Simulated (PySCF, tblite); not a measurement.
**C4H7B2Cl: geometry, infrared bands and NMR shifts**

What infrared bands and NMR shifts should C4H7B2Cl (`B[C@H]1BC=C(Cl)C1`) show?

Computed with tblite 0.8.0 and PySCF 2.14.0, with density-fitted response routines of our own, on a single molecule in the gas phase. Atoms count from 0, in the outputs and in this text.

## Step 1: The starting structure

14 atoms, charge 0, multiplicity 1; geometry from: force field or distance geometry start.

Bonds of the start (Å): B0–C1 1.59, C1–B2 1.59, B2–C3 1.52, C3–C4 1.33, C4–Cl5 1.75, C4–C6 1.51, C6–C1 1.55, B0–H7 1.18, B0–H8 1.18, C1–H9 1.10, B2–H10 1.19, C3–H11 1.08, C6–H12 1.10, C6–H13 1.12.

## Step 2: Geometry optimisation with GFN2-xTB

Job settings and geometry (Å):

```
{"job": {"kind": "relax", "xc": "GFN2-xTB", "basis": "xTB"}, "charge": 0, "multiplicity": 1}
B     -2.041500    -0.373200     0.128600
C     -0.711200     0.212400    -0.517800
B     -0.062600     1.297900     0.445000
C      1.366800     0.856200     0.733800
C      1.582100    -0.315700     0.150200
Cl     3.112000    -1.162200     0.247400
C      0.412300    -0.847900    -0.633900
H     -2.026800    -0.883700     1.196200
H     -3.055800    -0.326800    -0.479000
H     -0.927900     0.659600    -1.494600
H     -0.564500     2.326100     0.759800
H      2.095400     1.380300     1.340400
H      0.695700    -0.983100    -1.684800
H      0.125100    -1.840500    -0.213600
```

Launch:

```bash
OMP_NUM_THREADS=1 python probes_run.py task.json out
```

The driver reads the jobs from task.json and runs them one after another.

**Question.** This job is followed by: GFN2-xTB harmonic vibrations, gas phase; GIAO PBE0/pcSseg-1 NMR shielding, non-relativistic, gas phase. What will the session give for the following? strongest single infrared mode (GFN2-xTB); zero-point energy (GFN2-xTB); 13C shifts against TMS (PBE0/pcSseg-1); 1H shifts against TMS (PBE0/pcSseg-1, means over atoms taken as alike); 11B shifts against BF3·OEt2 (PBE0/pcSseg-1); 35Cl shifts against HCl (PBE0/pcSseg-1).

The runs gave:

| quantity | value |
| --- | --- |
| strongest single infrared mode (GFN2-xTB) | 1575 cm⁻¹, 210 km/mol |
| zero-point energy (GFN2-xTB) | 62.5 kcal/mol |
| 13C shifts against TMS (PBE0/pcSseg-1) | 201.1, 147.6, 71.1, 56.5 ppm |
| 1H shifts against TMS (PBE0/pcSseg-1, means over atoms taken as alike) | 7.66, 7.12, 7.09, 3.48, 3.40, 3.02 ppm |
| 11B shifts against BF3·OEt2 (PBE0/pcSseg-1) | 84.9, 69.7 ppm |
| 35Cl shifts against HCl (PBE0/pcSseg-1) | 302 ppm |

In words: Over 45 steps the energy fell by 0.203 eV; of the close pairs, B0–C1 changed most, 1.591 to 1.556 Å. No mode is imaginary among the 36: a minimum at this level. The strongest single mode, at 1575 cm⁻¹, moves mainly C4 and C3. Unscaled tight-binding wavenumbers are off by several per cent, some by more. Its intensities can rank the bands wrongly. At PBE0/pcSseg-1: The widest tensor belongs to Cl5: span 478 ppm, with a paramagnetic part of -498 ppm.
